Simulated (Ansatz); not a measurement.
# AlClF2 (SMILES [F][Al]([F])[Cl]) at 6 levels

We compute a comparison of 6 runs (CAM-B3LYP/STO-3G, r2SCAN/STO-3G, revPBE/STO-3G, UMP2/STO-3G, CCSD/STO-3G, UCCSD(T)/STO-3G) of AlClF2. 

The results are computed with Ansatz 0.2.0.

53 further runs of the same task are left out: 4 that didn't finish, 49 set aside as unsound or not needed.

### Step 1. The structure to begin with

AlClF2: 4 atoms, total charge 0, spin state singlet. As SMILES, `[F][Al]([F])[Cl]`. The Cl4–Al2 distance was set to 3.091 Å, away from the relaxed value.

Bond lengths: F1–Al2 1.631 Å, Al2–F3 1.631 Å. Angles: F1–Al2–F3 119.0°.

### Step 2. The energy at CAM-B3LYP/STO-3G (run 1)

molecule.yaml reads:

```yaml
crystal:
  periodic: [false, false, false]
  atoms:
    - {symbol: F, position_ang: [1.701802, 0.205000, 1.695684]}
    - {symbol: Al, position_ang: [0.773882, -0.567510, 0.599614]}
    - {symbol: F, position_ang: [0.978092, -2.170580, 0.381384]}
    - {symbol: Cl, position_ang: [-1.339980, 0.982810, -1.038560]}
basis:
  gaussian: {orbitals: STO-3G}
accuracy: high
hamiltonian: {xc: {name: CAM-B3LYP}}
```

Launch:

```console
$ ansatz run molecule.yaml --threads 1 --pin off --max-ram 3480MiB --events-out events.jsonl --progress --plain --runs-dir runs
```

What it wrote:

```text
Warning: RAYON_NUM_THREADS=1 ignored (pool sized by the plan → 1); use --threads N
Functional definition: CAM-B3LYP
  name "CAM-B3LYP"
  parameter alpha = 0.19
  parameter beta = 0.46
  parameter omega = 0.33/bohr
  parameter ac = 0.81
  exchange = (1 - alpha - beta)*b88_x + beta*b88_x_sr(omega) + alpha*exact_x + beta*exact_x_lr(omega)
  correlation = (1 - ac)*vwn5_c + ac*lyp_c
486 factors; integrals over basis functions are off by at most 3.9e-8 eV
189 factors; integrals over basis functions are off by at most 1.2e-9 eV
mean field evaluation 1: about -24251.0984 eV, gradient 3.0e1 eV
mean field evaluation 2: about -24250.7939 eV, gradient 3.7e1 eV
mean field evaluation 4: about -24256.3075 eV, gradient 1.3e0 eV
mean field evaluation 8: about -24256.3074 eV, gradient 4.1e-3 eV
mean field evaluation 16: about -24256.3074 eV, gradient 2.9e-7 eV
mean field -24256.30735077 eV, -891.4028536251 hartree, gradient 5.9e-8 eV, S^2 0.000000; 0 other end points of the search recorded, 0 dependent functions left out
reference -24256.30736351 eV, -891.4028540935 hartree; 24, 24 occupied and 4, 4 virtual orbitals, 486 factors
Total energy: -24256.30736351 eV, -891.4028540935 hartree
```

It took 1.4 s on 1 thread of Arm Neoverse V2, shared host; peak memory 0.11 GiB.

### Step 3. A single-point energy at r2SCAN/STO-3G (run 2)

in.yaml reads:

```yaml
basis:
  gaussian: {orbitals: STO-3G}
crystal:
  periodic: [false, false, false]
  atoms:
    - {symbol: F, position_ang: [1.701802, 0.205000, 1.695684]}
    - {symbol: Al, position_ang: [0.773882, -0.567510, 0.599614]}
    - {symbol: F, position_ang: [0.978092, -2.170580, 0.381384]}
    - {symbol: Cl, position_ang: [-1.339980, 0.982810, -1.038560]}
hamiltonian: {xc: {name: r2SCAN}}
accuracy: high
```

Launch:

```console
$ ansatz run in.yaml --threads 1 --pin off --max-ram 3480MiB --events-out events.jsonl --progress --plain --runs-dir runs
```

What it wrote:

```text
Warning: RAYON_NUM_THREADS=1 ignored (pool sized by the plan → 1); use --threads N
Functional definition: r2SCAN
  name "r2SCAN"
  parameter k0 = 0.174
  parameter k1 = 0.065
  parameter a1 = 4.9479
  exchange = r2scan_x(k0 = k0, k1 = k1, a1 = a1)
  correlation = r2scan_c
486 factors; integrals over basis functions are off by at most 3.9e-8 eV
mean field evaluation 1: about -24252.4777 eV, gradient 2.9e1 eV
mean field evaluation 2: about -24220.6781 eV, gradient 7.9e1 eV
mean field evaluation 4: about -24249.6657 eV, gradient 3.1e1 eV
mean field evaluation 8: about -24257.5095 eV, gradient 1.4e-1 eV
mean field evaluation 16: about -24257.4646 eV, gradient 2.4e-5 eV
mean field -24257.46463211 eV, -891.4453829301 hartree, gradient 2.6e-9 eV, S^2 0.000000; 0 other end points of the search recorded, 0 dependent functions left out
reference -24257.46463241 eV, -891.4453829411 hartree; 24, 24 occupied and 4, 4 virtual orbitals, 486 factors
Total energy: -24257.46463241 eV, -891.4453829411 hartree
```

It took 3.3 s on 1 thread of Arm Neoverse V2, shared host; peak memory 0.16 GiB.

Runs 3 to 5 aren't shown in full; the table further down has their settings and results.

### Step 4. A single-point energy at UCCSD(T)/STO-3G (run 6)

in.yaml, as its differences from that of step 3:

```diff
@@ -1,3 +1 @@
-basis:
-  gaussian: {orbitals: STO-3G}
 crystal:
@@ -9,3 +7,12 @@
     - {symbol: Cl, position_ang: [-1.339980, 0.982810, -1.038560]}
-hamiltonian: {xc: {name: r2SCAN}}
+basis:
+  gaussian:
+    orbitals: STO-3G
+magnetization:
+  spin_polarized: true
+correlation:
+  method: ccsd_t
+  frozen_orbitals: {Al: 5, Cl: 5, F: 1}
 accuracy: high
+scf:
+  omitted_lower_state_checks: [cluster_reference, increment]
```

Launch:

```console
$ ansatz run in.yaml --threads 1 --pin off --max-ram 3480MiB --events-out events.jsonl --progress --plain --runs-dir runs
```

What it wrote:

```text
Warning: RAYON_NUM_THREADS=1 ignored (pool sized by the plan → 1); use --threads N
[... 14 lines left out ...]
12 core orbitals not correlated: weight in the atoms' cores, before any rotation towards them, 1.000 or more for the frozen orbitals, at most 0.000 for the correlated occupied ones
[... 30 lines left out ...]
WARN: these amplitudes may be one of several solutions (largest doubles amplitude 0.22, level shift 3.65 eV)
Total energy: -24212.30212030 eV, -889.7856912334 hartree
Checks for a lower state left out: cluster_reference, increment
```

Run time: 0.83 s. Hardware: 1 thread of Arm Neoverse V2, shared host.

### Step 5. All runs side by side

```tsv
run	level	frozen core orbitals	energy (Eh)	wall time
1	CAM-B3LYP/STO-3G	–	-891.402854	1.4 s
2	r2SCAN/STO-3G	–	-891.445383	3.3 s
3	revPBE/STO-3G	–	-891.332660	1.3 s
4	UMP2/STO-3G	12	-889.754049	0.58 s
5	CCSD/STO-3G	12	-889.776884	0.22 s
6	UCCSD(T)/STO-3G	12	-889.785691	0.83 s
```

### Step 6. Summary of results

| quantity | value |
| --- | --- |
| run 6: total energy | -889.78569 Eh |
| run 6: correlation energy (12 core orbitals frozen) | -95.9 mEh |
| run 6: (T) correction | -9.18 mEh |
| run 6: ⟨S²⟩ of the reference determinant | 0.314 |
| run 6: T1 diagnostic | 0.049 |

**Reading.** Totals of different functionals can't be ranked against each other. In run 5 the log says that unrestricted orbitals would lower the reference, so the values rest on an unstable closed-shell determinant (other closed-shell runs at this shape may share the fault). In runs 1, 2, 3, 4, 5, 6 the basis is minimal, so the values are rough. Spin contamination of the reference: run 4 ⟨S²⟩ = 0.31, run 6 ⟨S²⟩ = 0.31. All runs together took 7.7 s, the longest 3.3 s.
